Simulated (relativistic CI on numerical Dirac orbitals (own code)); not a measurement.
# Se²⁺: one ion under different settings

Aim: see what numerical and physical settings do to the SCF, the total energy and the lowest levels of Se²⁺.

The numbers are computed with relativistic CI on numerical Dirac orbitals (own code) version 3 (Dirac-Coulomb-Breit CI, KLI orbitals optimised for each configuration, model QED (radiative potential, 1s self-energy scaled to tabulated hydrogen-like ionisation energies), numerical settings as typed), except any that are marked as measured or tabulated.

### Step 1. The system

| Quantity | Value |
| --- | --- |
| ion | Se²⁺ (Se III) |
| nuclear charge | 34 |
| electrons | 32 |
| isotope | A = 80 |

### Step 2. The usual input

Input settings:

```ini
atom Se  Z=34  charge=2  electrons=32
nucleus A=80  rms_radius_fm=4.1400
hamiltonian dirac-coulomb  breit=on  qed=on  c_scale=1
orbitals kli  potential=per-configuration
slater_scale 1
correlation none
mixing on
grid step=0.0125 r_max=49.7
scf mixing=0.4 start=green max_iterations=150 tolerance=2e-08 node_fill=0.05
configurations
  [Ar] 3d10 4s2 4p2
  [Ar] 3d10 4s 4p3
  [Ar] 3d10 4s2 4p 4d
end
```

The run is started by

```bash
> python run_levels.py task.json out
```

The settings of every run stand in task.json; they run in order.

### Step 3. Grid step 0.008

The settings differ from step 2 so:

```diff
@@ -7,3 +7,3 @@
 mixing on
-grid step=0.0125 r_max=49.7
+grid step=0.008 r_max=49.7
 scf mixing=0.4 start=green max_iterations=150 tolerance=2e-08 node_fill=0.05
```

### Step 4. Slater scale 0.6

The settings differ from step 3 so:

```diff
@@ -4,6 +4,6 @@
 orbitals kli  potential=per-configuration
-slater_scale 1
+slater_scale 0.6
 correlation none
 mixing on
-grid step=0.008 r_max=49.7
+grid step=0.0125 r_max=49.7
 scf mixing=0.4 start=green max_iterations=150 tolerance=2e-08 node_fill=0.05
```

### Step 5. End of the grid 74.55

The settings differ from step 4 so:

```diff
@@ -4,6 +4,6 @@
 orbitals kli  potential=per-configuration
-slater_scale 0.6
+slater_scale 1
 correlation none
 mixing on
-grid step=0.0125 r_max=49.7
+grid step=0.0125 r_max=74.55
 scf mixing=0.4 start=green max_iterations=150 tolerance=2e-08 node_fill=0.05
```

### Step 6. Slater scale 0.6, start potential thomas-fermi, grid step 0.008

Input settings:

```ini
atom Se  Z=34  charge=2  electrons=32
nucleus A=80  rms_radius_fm=4.1400
hamiltonian dirac-coulomb  breit=on  qed=on  c_scale=1
orbitals kli  potential=per-configuration
slater_scale 0.6
correlation none
mixing on
grid step=0.008 r_max=49.7
scf mixing=0.4 start=thomas-fermi max_iterations=150 tolerance=2e-08 node_fill=0.05
configurations
  [Ar] 3d10 4s2 4p2
  [Ar] 3d10 4s 4p3
  [Ar] 3d10 4s2 4p 4d
end
```

### Step 7. Node fill 50

Input settings:

```ini
atom Se  Z=34  charge=2  electrons=32
nucleus A=80  rms_radius_fm=4.1400
hamiltonian dirac-coulomb  breit=on  qed=on  c_scale=1
orbitals kli  potential=per-configuration
slater_scale 1
correlation none
mixing on
grid step=0.0125 r_max=49.7
scf mixing=0.4 start=green max_iterations=94 tolerance=2e-08 node_fill=50
configurations
  [Ar] 3d10 4s2 4p2
  [Ar] 3d10 4s 4p3
  [Ar] 3d10 4s2 4p 4d
end
```

### Step 8. Slater scale 2

Input settings:

```ini
atom Se  Z=34  charge=2  electrons=32
nucleus A=80  rms_radius_fm=4.1400
hamiltonian dirac-coulomb  breit=on  qed=on  c_scale=1
orbitals kli  potential=per-configuration
slater_scale 2
correlation none
mixing on
grid step=0.0125 r_max=49.7
scf mixing=0.4 start=green max_iterations=54 tolerance=2e-08 node_fill=0.05
configurations
  [Ar] 3d10 4s2 4p2
  [Ar] 3d10 4s 4p3
  [Ar] 3d10 4s2 4p 4d
end
```

(Steps that only read results are left out.)

Before running it: what results should come out? Wanted: lowest level, usual settings; total energy; first excitation.

As calculated:

| setting | total energy less usual (Ha) | largest shift of a level among the lowest eight of both runs, same label and place (cm⁻¹) | SCF iterations | time | lowest level | kind of change |
| --- | --- | --- | --- | --- | --- | --- |
| usual | 0 | 0 | 34 | 0.19 s | 4p2 3P0 | - |
| grid step 0.008 | -4.93e-05 | 0 | 35 | 0.27 s | 4p2 3P0 | numerical |
| Slater scale 0.6 | 0.0105 | 19300 | 34 | 0.17 s | 4p2 3P0 | model term |
| end of the grid 74.55 | 0 | 0 | 34 | 0.17 s | 4p2 3P0 | numerical |
| Slater scale 0.6, start potential thomas-fermi, grid step 0.008 | 0.0104 | 19300 | 33 | 0.25 s | 4p2 3P0 | model term |
| node fill 50 | 0.573 | 4470 | 39 | 0.18 s | 4p2 3P0 | unsound |
| Slater scale 2 | -0.0278 | 48100 | 34 | 0.17 s | 4p2 3P0 | unsound |

| quantity | value |
| --- | --- |
| lowest level, usual settings | 4p2 3P0 |
| total energy | -2425.5784 Ha |
| first excitation | 1643.9 cm⁻¹ |

**Reading.** Among the runs whose levels can be followed, they move most under «Slater scale 2» (unsound), by up to 48100 cm⁻¹. No visible change in the result comes from «end of the grid 74.55». Only the listed configurations are in the model. Near neutrality, missing correlation can shift configurations against each other by thousands of cm⁻¹.
